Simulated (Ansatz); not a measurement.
# MgCoC4N4: the cost of one run

Computed with Ansatz 0.2.0 (DFT PBE, scalar-relativistic, plane waves, PAW, unless a step's input says otherwise).

## (1) The starting structure

Symmetry: P4/mmm, No. 123, tetragonal system. The conventional cell has a = 7.294 Å, b = 7.294 Å, c = 4.030 Å, α = 90.00°, β = 90.00°, γ = 90.00°. Around Mg (site symmetry 4/mmm) lie 4 C at 1.98 Å. Co (site symmetry 4/mmm) is surrounded by 4 N at 2.01 Å. Around C (site symmetry m2m) lie 1 N at 1.17 Å and 1 Mg at 1.98 Å. N (site symmetry m2m) is surrounded by 1 C at 1.17 Å and 1 Co at 2.01 Å.

Structure file:

```
CELL_PARAMETERS angstrom
7.29381 0.00000 0.00000
0.00000 7.29381 0.00000
0.00000 0.00000 4.03047
ATOMIC_POSITIONS crystal
Mg 0.00000 0.00000 0.00000
Co 0.50000 0.50000 0.00000
C 0.19195 0.80805 0.00000
C 0.80805 0.19195 0.00000
C 0.19195 0.19195 0.00000
C 0.80805 0.80805 0.00000
N 0.30538 0.69462 0.00000
N 0.69462 0.30538 0.00000
N 0.30538 0.30538 0.00000
N 0.69462 0.69462 0.00000
```

Recipe of the guess: stacked square cyanide-bridged sheets (P4/mmm, No. 123). Its size is a rough estimate.

## (2) A first look at the guess

Contents of input.yaml:

```yaml
crystal:
  lattice:
    - [7.29380645, 0.0, 0.0]
    - [0.0, 7.29380645, 0.0]
    - [0.0, 0.0, 4.03046808]
  atoms:
    - { symbol: Mg, position: [0.0, 0.0, 0.0] }
    - { symbol: Co, position: [0.5, 0.5, 0.0], spin: 3.0 }
    - { symbol: C, position: [0.19195347, 0.80804653, 0.0] }
    - { symbol: C, position: [0.80804653, 0.19195347, 0.0] }
    - { symbol: C, position: [0.19195347, 0.19195347, 0.0] }
    - { symbol: C, position: [0.80804653, 0.80804653, 0.0] }
    - { symbol: "N", position: [0.30538051, 0.69461949, 0.0] }
    - { symbol: "N", position: [0.69461949, 0.30538051, 0.0] }
    - { symbol: "N", position: [0.30538051, 0.30538051, 0.0] }
    - { symbol: "N", position: [0.69461949, 0.69461949, 0.0] }
basis:
  ecutwfc: 420
kpoints:
  mp_grid: { grid: [4, 4, 4] }
hamiltonian:
  xc: pbe
scf:
  occupations: { method: gaussian, width: 0.1 }
  lower_state_search: "off"
output:
  forces: true
  stress: true
  eigenvalues: true
  populations: true
magnetization:
  spin_polarized: true
```

Command:

```
$ ansatz run input.yaml --threads 1 --pin off --max-ram 2560MiB --backend cpu --events-out ev --progress --plain --runs-dir out
```

What time and memory should one allow on 1 thread of Intel Xeon at 2.50GHz (Skylake/Cascade Lake), shared host?

About 73 s, with a peak of 0.63 GiB.
